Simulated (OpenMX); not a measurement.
Crystal: TaTe.

```
Ta Te
1.0
     3.42009    0.00000    0.00000
     0.00000    3.42009    0.00000
     0.00000    0.00000    3.42009
Ta Te
1 1
Direct
  0.50000 0.50000 0.50000
  0.00000 0.00000 0.00000
```

The cell was built by a generator and needn't be a form met in nature.

Base run:

```yaml
Program: OpenMX 3.8.5
Functional: PBE
Dispersion: D3
Potentials_or_basis: OpenMX 2013 PBE set, Ta7.0-s3p2d2f1, Te7.0-s3p2d2f1, grid cutoff 500 Ry
k_mesh: 7 × 7 × 7
Occupations: fermi-dirac, width 0.05 eV
Spin: no spin polarisation
```

Its results: band gap on the k mesh none (metal or under the smearing width); pressure -3.7 GPa.

Problem. The run is repeated on the same cell with these changes: dispersion from D3 to D4. What comes out?

Solution. Band gap on the k mesh none (metal or under the smearing width); pressure -2.5 GPa.

Caveats: the basis of atomic orbitals isn't converged, which shifts pressures, moduli and gaps; pairwise dispersion overbinds metals, which lowers pressure and volume.
